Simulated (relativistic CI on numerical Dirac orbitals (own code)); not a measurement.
# Zr³¹⁺: one ion under different settings

Aim: see what numerical and physical settings do to the SCF, the total energy and the lowest levels of Zr³¹⁺.

Program: relativistic CI on numerical Dirac orbitals (own code) version 3. Level of theory: Dirac-Coulomb-Breit CI, KLI orbitals optimised for each configuration, model QED (radiative potential, 1s self-energy scaled to tabulated hydrogen-like ionisation energies), numerical settings as typed. These are calculated values, not measurements, unless marked.

## 1. The atom as given

```
ion            : Zr³¹⁺ (Zr XXXII)
nuclear charge : 40
electrons      : 9
isotope        : A = 90
```

## 2. Usual settings

Settings, as recorded:

```ini
atom Zr  Z=40  charge=31  electrons=9
nucleus A=90  rms_radius_fm=4.2694
hamiltonian dirac-coulomb  breit=on  qed=on  c_scale=1
orbitals kli  potential=per-configuration
slater_scale 1
correlation none
mixing on
grid step=0.0125 r_max=3.7
scf mixing=0.4 start=green max_iterations=150 tolerance=2e-08 node_fill=0.05
configurations
  [He] 2s2 2p5
  [He] 2s 2p6
end
```

Run with:

```bash
$ python run_levels.py task.json out
```

task.json lists these runs, among others, and the program works through them in turn.

## 3. Start potential previous

Changes to the settings of step 2:

```diff
@@ -8,3 +8,3 @@
 grid step=0.0125 r_max=3.7
-scf mixing=0.4 start=green max_iterations=150 tolerance=2e-08 node_fill=0.05
+scf mixing=0.4 start=previous max_iterations=150 tolerance=2e-08 node_fill=0.05
 configurations
```

## 4. End of the grid 2.59, tolerance 0.0001

Changes to the settings of step 3:

```diff
@@ -7,4 +7,4 @@
 mixing on
-grid step=0.0125 r_max=3.7
-scf mixing=0.4 start=previous max_iterations=150 tolerance=2e-08 node_fill=0.05
+grid step=0.0125 r_max=2.59
+scf mixing=0.4 start=green max_iterations=150 tolerance=0.0001 node_fill=0.05
 configurations
```

## 5. Breit term off, start potential thomas-fermi, Slater scale 0.5

Settings, as recorded:

```ini
atom Zr  Z=40  charge=31  electrons=9
nucleus A=90  rms_radius_fm=4.2694
hamiltonian dirac-coulomb  breit=off  qed=on  c_scale=1
orbitals kli  potential=per-configuration
slater_scale 0.5
correlation none
mixing on
grid step=0.0125 r_max=3.7
scf mixing=0.4 start=thomas-fermi max_iterations=150 tolerance=2e-08 node_fill=0.05
configurations
  [He] 2s2 2p5
  [He] 2s 2p6
end
```

## 6. Tolerance 0.01

Settings, as recorded:

```ini
atom Zr  Z=40  charge=31  electrons=9
nucleus A=90  rms_radius_fm=4.2694
hamiltonian dirac-coulomb  breit=on  qed=on  c_scale=1
orbitals kli  potential=per-configuration
slater_scale 1
correlation none
mixing on
grid step=0.0125 r_max=3.7
scf mixing=0.4 start=green max_iterations=70 tolerance=0.01 node_fill=0.05
configurations
  [He] 2s2 2p5
  [He] 2s 2p6
end
```

(Steps that only read results are left out.)

Before running it: what results should come out? Wanted: lowest level, usual settings; total energy; first excitation.

**Answer**, as computed:

| setting | total energy less usual (Ha) | largest shift of a level among the lowest eight of both runs, same label and place (cm⁻¹) | SCF iterations | time | lowest level | kind of change |
| --- | --- | --- | --- | --- | --- | --- |
| usual | 0 | 0 | 17 | 0.039 s | 2p5 2P°3/2 | - |
| start potential previous | 0 | 0 | 14 | 0.036 s | 2p5 2P°3/2 | numerical |
| end of the grid 2.59, tolerance 0.0001 | 3.2e-07 | 1.93 | 11 | 0.035 s | 2p5 2P°3/2 | numerical |
| Breit term off, start potential thomas-fermi, Slater scale 0.5 | -1.65 | 12800 | 16 | 0.038 s | 2p5 2P°3/2 | model term |
| tolerance 0.01 | 6.57e-07 | 6.18 | 10 | 0.035 s | 2p5 2P°3/2 | unsound |

```
                    quantity          value
lowest level, usual settings     2p5 2P°3/2
                total energy  -2776.6110 Ha
            first excitation    713503 cm⁻¹
```

Among the runs whose levels can be followed, they move most under «Breit term off, start potential thomas-fermi, Slater scale 0.5» (model term), by up to 12800 cm⁻¹. No visible change in the result comes from «start potential previous». Only the listed configurations are in the model.
